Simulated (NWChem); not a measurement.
# CH3F3OSn (SMILES FC(F)(F)[O][SnH3]) at PBE0/def2-SVP (core potential)

We compute energy and forces of CH3F3OSn. 

Program for the calculation: NWChem 7.3.0.

### 1 The structure to begin with

CH3F3OSn has 9 atoms, charge 0, and is taken as a singlet. As SMILES, `FC(F)(F)[O][SnH3]`. Geometry: relaxed at PBE0-D4/def2-TZVP.

Bond lengths: F1–C2 1.333 Å, C2–F3 1.361 Å, C2–F4 1.348 Å, C2–O5 1.309 Å, O5–Sn6 2.012 Å, Sn6–H7 1.696 Å, Sn6–H8 1.696 Å, Sn6–H9 1.694 Å. Some angles: F1–C2–F3 107.0°, F1–C2–F4 107.0°, F1–C2–O5 111.4°, F3–C2–F4 105.5°, F3–C2–O5 112.5°, F4–C2–O5 113.0°, C2–O5–Sn6 121.9°, O5–Sn6–H7 105.4°, O5–Sn6–H8 106.2°, O5–Sn6–H9 100.0°.

### 2 Energy and forces at PBE0/def2-SVP (core potential)

Input file ch3f3osn.nw:

```
start ch3f3osn
title "CH3F3OSn PBE0"
memory total 2200 mb

geometry units angstrom noautosym nocenter noautoz
 F     2.155800    0.082500   -1.496300
 C     1.001700   -0.310200   -0.957500
 F     0.012900    0.082400   -1.806200
 F     0.989900   -1.658100   -0.989100
 O     0.849300    0.174000    0.248800
 Sn   -0.964800    0.361600    1.099400
 H    -1.622400    1.782700    0.447400
 H    -1.819900   -1.050300    0.708500
 H    -0.513900    0.489200    2.727800
end

basis spherical bse
 F library def2-SVP
 C library def2-SVP
 O library def2-SVP
 Sn library def2-SVP
 H library def2-SVP
end

ecp bse
 Sn library def2-SVP
end

dft
 xc pbe0
 mult 1
 grid fine
 convergence energy 1e-08
 maxiter 100
 mulliken
end

task dft gradient
```

On the command line:

```sh
$ nwchem ch3f3osn.nw > ch3f3osn.out
```

Output:

```text
[...]
          Wavefunction type:  closed shell.
          No. of atoms     :     9
          No. of electrons :    66
[...]
          Charge           :     0
          Spin multiplicity:     1
[...]
          AO basis - number of functions:   111
[...]
              XC Information
              --------------
                         PBE0 Method XC Functional
                     Hartree-Fock (Exact) Exchange  0.250
          PerdewBurkeErnzerhof Exchange Functional  0.750
            Perdew 1991 LDA Correlation Functional  1.000 local
           PerdewBurkeErnz. Correlation Functional  1.000 non-local
[...]
 d= 0,ls=0.0,diis     1   -628.0415444379 -1.02D+03  1.61D-02  1.95D+00     2.7
[...]
 d= 0,ls=0.0,diis    10   -628.2523318374 -1.08D-09  8.90D-08  2.36D-10    21.3
         Total DFT energy =     -628.252331837402
      One electron energy =    -1732.974458702512
           Coulomb energy =      776.092660809422
    Exchange-Corr. energy =      -64.224228750894
 Nuclear repulsion energy =      392.853694806581
[...]
      Total Density - Mulliken Population Analysis
     ---------------------------------------------
    Atom       Charge   Shell Charges
 -----------   ------   -------------------------------------------------------
    1 F    9     9.17   1.99  1.14  0.77  3.35  1.92  0.01
    2 C    6     5.39   1.99  0.90 -0.02  1.86  0.43  0.23
    3 F    9     9.22   1.99  1.14  0.79  3.34  1.96  0.01
    4 F    9     9.20   1.99  1.14  0.78  3.35  1.94  0.01
    5 O    8     8.49   1.99  1.06  0.73  2.88  1.82  0.01
    6 Sn  22    21.34   0.42  1.60  1.08  0.18  2.77  3.24  1.45  0.45  9.72  0.43
    7 H    1     1.06   0.68  0.37  0.01
    8 H    1     1.06   0.68  0.37  0.01
    9 H    1     1.06   0.68  0.37  0.01
[...]
  wavefunction    = closed shell
                         DFT ENERGY GRADIENTS
    atom               coordinates                        gradient
                 x          y          z           x          y          z
   1 F       4.073871   0.155902  -2.827597    0.002486   0.000577  -0.001292
   2 C       1.892939  -0.586193  -1.809413   -0.003942   0.002435   0.005074
   3 F       0.024377   0.155713  -3.413223   -0.001211   0.000367  -0.003010
   4 F       1.870640  -3.133355  -1.869128    0.000428  -0.003176  -0.000690
   5 O       1.604944   0.328812   0.470164   -0.007097   0.001239   0.004825
   6 Sn     -1.823208   0.683325   2.077565    0.007274  -0.001386  -0.003938
   7 H      -3.065891   3.368815   0.845463    0.001077  -0.001738   0.000587
   8 H      -3.439112  -1.984779   1.338871    0.001191   0.001769   0.000397
   9 H      -0.971130   0.924454   5.154795   -0.000207  -0.000087  -0.001953
[...]
```

Wall time 29 s (1 thread of Intel Xeon Platinum 8488C (Sapphire Rapids), shared host); peak memory 0.13 GiB.

### 3 What came out

At PBE0/def2-SVP (core potential):

```
                quantity          value
            total energy  -628.25233 Eh
           dipole moment         4.10 D
             HOMO energy       -9.25 eV
             LUMO energy       -0.82 eV
           HOMO–LUMO gap        8.43 eV
largest force on an atom     0.446 eV/Å
```

In words: The largest force is 0.45 eV/Å: the shape isn't a stationary point for this species at this level.
